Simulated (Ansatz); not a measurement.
# PBE-QIDH/cc-pVDZ run of CHClFGeN (SMILES N#[C][GeH]([F])[Cl])

What is the energy change on altering one bond length of CHClFGeN at PBE-QIDH/cc-pVDZ? 

The calculation is run with Ansatz 0.2.0.

154 further runs of the same task are left out: 1 that didn't finish, 153 set aside as unsound or not needed.

## Step 1: Starting point

The species is CHClFGeN (6 atoms), meant as a singlet with charge 0. SMILES: `N#[C][GeH]([F])[Cl]`. The shape is that of a PBE0-D4/def2-TZVP optimisation.

Bond lengths: N1–C2 1.151 Å, C2–Ge3 1.913 Å, Ge3–F4 1.718 Å, Ge3–Cl5 2.113 Å, Ge3–H6 1.520 Å. Angles: N1–C2–Ge3 178.0°, C2–Ge3–F4 105.5°, C2–Ge3–Cl5 108.2°, F4–Ge3–Cl5 107.8°, C2–Ge3–H6 113.0°, F4–Ge3–H6 109.5°, Cl5–Ge3–H6 112.5°.

## Step 2: A single-point energy at PBE-QIDH/cc-pVDZ

input.yaml

```yaml
basis:
  gaussian:
    orbitals: cc-pVDZ
crystal:
  periodic: [false, false, false]
  atoms:
    - {symbol: N, position_ang: [-1.036900, -2.307000, 0.030700]}
    - {symbol: C, position_ang: [-0.544000, -1.267300, 0.040100]}
    - {symbol: Ge, position_ang: [0.237100, 0.477900, 0.107700]}
    - {symbol: F, position_ang: [1.896000, 0.253800, -0.276600]}
    - {symbol: Cl, position_ang: [-0.627600, 1.648100, -1.423900]}
    - {symbol: H, position_ang: [0.117300, 1.130400, 1.475800]}
output:
  orbitals: {seedname: orbitals}
correlation:
  frozen_orbitals: {C: 1, Cl: 5, F: 1, Ge: 9, H: 0, "N": 1}
hamiltonian:
  xc: {name: PBE-QIDH}
accuracy: high
```

Launch:

```bash
$ ansatz run input.yaml --threads 1 --pin off --max-ram 3480MiB --events-out events.jsonl --progress --plain --runs-dir runs
```

The program printed:

```text
Warning: RAYON_NUM_THREADS=1 ignored (pool sized by the plan → 1); use --threads N
Functional definition: PBE-QIDH
  name "PBE-QIDH"
  parameter a = 3^(-1/3)
  parameter c = 1/3
  exchange = (1 - a)*pbe_x + a*exact_x
  correlation = (1 - c)*pbe_c + c*(mp2_os + mp2_ss)
2015 factors; integrals over basis functions are off by at most 4.4e-9 eV
mean field evaluation 1: about -74259.1814 eV, gradient 4.0e1 eV
mean field evaluation 2: about -74259.3020 eV, gradient 4.0e1 eV
mean field evaluation 4: about -74262.8386 eV, gradient 5.4e0 eV
mean field evaluation 8: about -74262.9138 eV, gradient 5.5e-1 eV
mean field evaluation 16: about -74262.9146 eV, gradient 9.7e-5 eV
mean field -74262.91455952 eV, -2729.1117728510 hartree, gradient 5.3e-8 eV, S^2 0.000000; 0 other end points of the search recorded, 0 dependent functions left out
17 core orbitals not correlated: weight in the atoms' cores, before any rotation towards them, 1.000 or more for the frozen orbitals, at most 0.000 for the correlated occupied ones
reference -74262.91456039 eV, -2729.1117728830 hartree; 19, 19 occupied and 56, 56 virtual orbitals, 2015 factors
second order -21.88077180 eV of doubles, -0.00000000 eV of singles
Total energy: -74270.20815099 eV, -2729.3798073938 hartree
```

Run time: 18 s. Hardware: 1 thread of Arm Neoverse V1, shared host; peak memory 0.36 GiB.

## Step 3: The distorted shape

run.yaml

```yaml
crystal:
  periodic: [false, false, false]
  atoms:
    - {symbol: N, position_ang: [-2.363995, -2.127723, 0.338134]}
    - {symbol: C, position_ang: [-1.871095, -1.088023, 0.347534]}
    - {symbol: Ge, position_ang: [-1.089995, 0.657177, 0.415134]}
    - {symbol: F, position_ang: [1.896000, 0.253800, -0.276600]}
    - {symbol: Cl, position_ang: [-1.954695, 1.827377, -1.116466]}
    - {symbol: H, position_ang: [-1.209795, 1.309677, 1.783234]}
basis:
  gaussian: {orbitals: cc-pVDZ}
hamiltonian: {xc: {name: PBE-QIDH}}
correlation: {frozen_orbitals: {C: 1, Cl: 5, F: 1, Ge: 9, H: 0, "N": 1}}
accuracy: high
output: {orbitals: {seedname: orbitals}}
```

Launch:

```bash
$ ansatz run run.yaml --threads 1 --pin off --max-ram 3480MiB --events-out events.jsonl --progress --plain --runs-dir runs
```

The program printed (excerpt; [...] marks lines left out):

```text
Warning: RAYON_NUM_THREADS=1 ignored (pool sized by the plan → 1); use --threads N
[... 2 set-up lines as earlier in the session ...]
[...]
1950 factors; integrals over basis functions are off by at most 8.4e-9 eV
[...]
mean field -74257.24625243 eV, -2728.9034664075 hartree, gradient 6.6e-8 eV, S^2 0.000000; 0 other end points of the search recorded, 0 dependent functions left out; unrestricted orbitals would lower it
17 core orbitals not correlated: weight in the atoms' cores, before any rotation towards them, 1.000 or more for the frozen orbitals, at most 0.000 for the correlated occupied ones
reference -74257.24625332 eV, -2728.9034664404 hartree; 19, 19 occupied and 56, 56 virtual orbitals, 1950 factors
second order -23.37894317 eV of doubles, -0.00000000 eV of singles
Total energy: -74265.03923438 eV, -2729.1898532119 hartree
```

Wall time 19 s (1 thread of Arm Neoverse V1, shared host); peak memory 0.34 GiB.

## Step 4: What came out

Level: PBE-QIDH/cc-pVDZ, 17 core orbitals frozen.

| quantity | value |
| --- | --- |
| first shape: total energy | -2729.37981 Eh |
| first shape: HOMO energy (SCF part's orbitals) | -12.29 eV |
| first shape: LUMO energy (SCF part's orbitals) | 0.54 eV |
| first shape: HOMO–LUMO gap (SCF part's orbitals) | 12.83 eV |
| distorted shape: total energy | -2729.18985 Eh |
| distorted shape: HOMO energy (SCF part's orbitals) | -9.85 eV |
| distorted shape: LUMO energy (SCF part's orbitals) | -3.86 eV |
| distorted shape: HOMO–LUMO gap (SCF part's orbitals) | 5.99 eV |
| energy change with the Ge3–F4 bond stretched from 1.718 to 3.092 Å | 5.169 eV |

**Reading.** With the Ge3–F4 bond stretched from 1.718 to 3.092 Å the energy rises by 5.17 eV (499 kJ/mol). The first shape isn't relaxed at this level, so the change isn't measured from a minimum. A restricted reference can't describe the breaking bond well at this length. The restricted solution (distorted shape) is unstable to spin breaking: an unrestricted one lies lower.
